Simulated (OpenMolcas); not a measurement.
**One shape, several levels: CaH (SMILES [CaH])**

We compute a comparison of 6 runs (UHF/3-21G, UHF/def2-TZVPP, UB3LYP/6-31G*, UM06-L/def2-TZVPP, UPBE0/def2-TZVPP, USVWN5/def2-TZVPP) of CaH. 

The results are computed with OpenMolcas 26.06.

## Step 1: Starting point

CaH has 2 atoms, charge 0, and is taken as a doublet. As SMILES, `[CaH]`. The Ca1–H2 distance was set to 2.985 Å, away from the relaxed value.

Bond lengths: Ca1–H2 2.985 Å.

## Step 2: A single-point energy at UHF/3-21G (run 1)

run.inp reads:

```
&GATEWAY
  BASLIB=$CurrDir
  COORD
  2
  angstrom
  Ca       0.000000       0.000000      -0.974860
  H        0.000000       0.000000       2.009840
  BASIS=3-21G
  GROUP=NoSym

&SEWARD

&SCF
  UHF
  SPIN=2
  THRESHOLDS=1e-10 1e-07 1e-07 1e-05
  PRORBITALS=1 1
```

The basis set 3-21G is read from a file made from the Basis Set Exchange's data (not shown).

Started as:

```
$ export MOLCAS_MEM=1860
$ pymolcas run.inp > run.log
```

What it wrote:

```text
--- Start Module: gateway ---
[...]
--- Stop Module: gateway /rc=_RC_ALL_IS_WELL_ ---
--- Start Module: seward ---
[...]
      Basis functions           19
--- Stop Module: seward /rc=_RC_ALL_IS_WELL_ ---
--- Start Module: scf ---
[...]
       Convergence after  19 Iterations
[...]
::    Total SCF energy                               -673.9154094277
[...]
      Total spin, S                                     0.6182411797
[...]
      Total electronic charge=   21.000000
      Total            charge=   -0.000000
[...]
      Dipole Moment (debye):
      Origin of the operator (angstrom)=    0.0000    0.0000   -0.9014
                   X= -5.8069E-15               Y= -1.3665E-14               Z= -2.0367E+00           Total=  2.0367E+00
      Quadrupole Moment (debye*angstrom):
[...]
--- Stop Module: scf /rc=_RC_ALL_IS_WELL_ ---
[...]
```

Wall time 1.9 s (1 thread of Arm Neoverse V1, shared host); peak memory 0.37 GiB.

## Step 3: The energy at UHF/def2-TZVPP (run 2)

geom.xyz reads:

```xyz
2

Ca     0.000000     0.000000    -0.974860
H      0.000000     0.000000     2.009840
```

job.input reads:

```
>>> EXPORT MOLCAS_PRINT=2

&GATEWAY
 BasLib=$CurrDir
 Coord=geom.xyz
 Basis=def2-TZVPP
 Group=NoSym

&SEWARD

&SCF
 UHF
 Spin=2
 Thresholds=1e-10 1e-07 1e-07 1e-05
 PrOrbitals=1 1
```

The basis set def2-TZVPP is read from a file made from the Basis Set Exchange's data (not shown).

Started as:

```
$ export MOLCAS_MEM=1860
$ pymolcas job.input > job.log
```

What it wrote:

```text
--- Start Module: gateway ---
[...]
--- Stop Module: gateway /rc=_RC_ALL_IS_WELL_ ---
--- Start Module: seward ---
[...]
      Basis functions           50
--- Stop Module: seward /rc=_RC_ALL_IS_WELL_ ---
--- Start Module: scf ---
[...]
       Convergence after  18 Iterations
[...]
::    Total SCF energy                               -677.2624614285
[...]
      Total spin, S                                     0.5964259458
[...]
      Total electronic charge=   21.000000
      Total            charge=   -0.000000
[...]
      Dipole Moment (debye):
      Origin of the operator (angstrom)=    0.0000    0.0000   -0.9014
                   X= -4.1738E-15               Y=  4.1056E-15               Z= -3.7585E+00           Total=  3.7585E+00
      Quadrupole Moment (debye*angstrom):
[...]
--- Stop Module: scf /rc=_RC_ALL_IS_WELL_ ---
[...]
```

It took 2.3 s on 1 thread of Arm Neoverse V1, shared host; peak memory 0.38 GiB.

Runs 3 to 5 aren't shown in full; the table further down has their settings and results.

## Step 4: The energy at USVWN5/def2-TZVPP (run 6)

struct.xyz reads:

```xyz
2

Ca     0.000000     0.000000    -0.974860
H      0.000000     0.000000     2.009840
```

test.inp reads:

```
>>> EXPORT MOLCAS_PRINT=2

&GATEWAY
  BasLib=$CurrDir
  Coord=struct.xyz
  Basis=def2-TZVPP
  Group=NoSym

&SEWARD
  GridInput
  Grid=UltraFine
  End of Grid

&SCF
  UHF
  Spin=2
  KSDFT=SVWN5
  Thresholds=1e-10 1e-07 1e-07 1e-05
  PrOrbitals=1
```

The basis set def2-TZVPP is read from a file made from the Basis Set Exchange's data (not shown).

Started as:

```
$ export MOLCAS_MEM=1860
$ pymolcas test.inp > test.log
```

What it wrote:

```text
--- Start Module: gateway ---
[...]
--- Stop Module: gateway /rc=_RC_ALL_IS_WELL_ ---
--- Start Module: seward ---
[...]
      Basis functions           50
--- Stop Module: seward /rc=_RC_ALL_IS_WELL_ ---
--- Start Module: scf ---
[...]
       Convergence after  17 Iterations
[...]
::    Total KS-DFT energy                            -676.2302282812
[...]
      Total spin, S                                     0.5047011036
[...]
      Total electronic charge=   21.000000
      Total            charge=   -0.000000
[...]
      Dipole Moment (debye):
      Origin of the operator (angstrom)=    0.0000    0.0000   -0.9014
                   X= -3.4001E-15               Y= -4.0281E-15               Z= -4.2010E+00           Total=  4.2010E+00
      Quadrupole Moment (debye*angstrom):
[...]
--- Stop Module: scf /rc=_RC_ALL_IS_WELL_ ---
[...]
```

Wall time 5.7 s (1 thread of Arm Neoverse V1, shared host); peak memory 0.38 GiB.

## Step 5: Overview of the runs

| run | level | integration grid | energy (Eh) | dipole moment (D) | HOMO energy (eV) | LUMO energy (eV) | wall time |
| --- | --- | --- | --- | --- | --- | --- | --- |
| 1 | UHF/3-21G | – | -673.915409 | 2.04 | -5.89 | 0.26 | 1.9 s |
| 2 | UHF/def2-TZVPP | – | -677.262461 | 3.76 | -6.15 | 0.01 | 2.3 s |
| 3 | UB3LYP/6-31G* (spherical functions) | UltraFine | -678.067976 | 4.30 | -4.50 | -2.80 | 6.6 s |
| 4 | UM06-L/def2-TZVPP | UltraFine | -678.060589 | 4.53 | -4.02 | -3.21 | 13 s |
| 5 | UPBE0/def2-TZVPP | UltraFine | -677.904448 | 4.37 | -4.69 | -2.53 | 8.1 s |
| 6 | USVWN5/def2-TZVPP | UltraFine | -676.230228 | 4.20 | -4.01 | -3.30 | 5.7 s |

## Step 6: Outcome

```
                                 quantity          value
                      run 6: total energy  -676.23023 Eh
                     run 6: dipole moment         4.20 D
run 6: HOMO energy (highest over α and β)       -4.01 eV
 run 6: LUMO energy (lowest over α and β)       -3.30 eV
                              run 6: ⟨S²⟩          0.759
```

What this shows: The dipole moment (its size) runs from 2.04 D (UHF/3-21G) to 4.53 D (UM06-L/def2-TZVPP). The two ends differ in method and basis. Totals of different functionals can't be ranked against each other. Spin contamination of the reference: run 1 ⟨S²⟩ = 1.00, run 2 ⟨S²⟩ = 0.95. All runs together took 38 s, the longest 13 s.
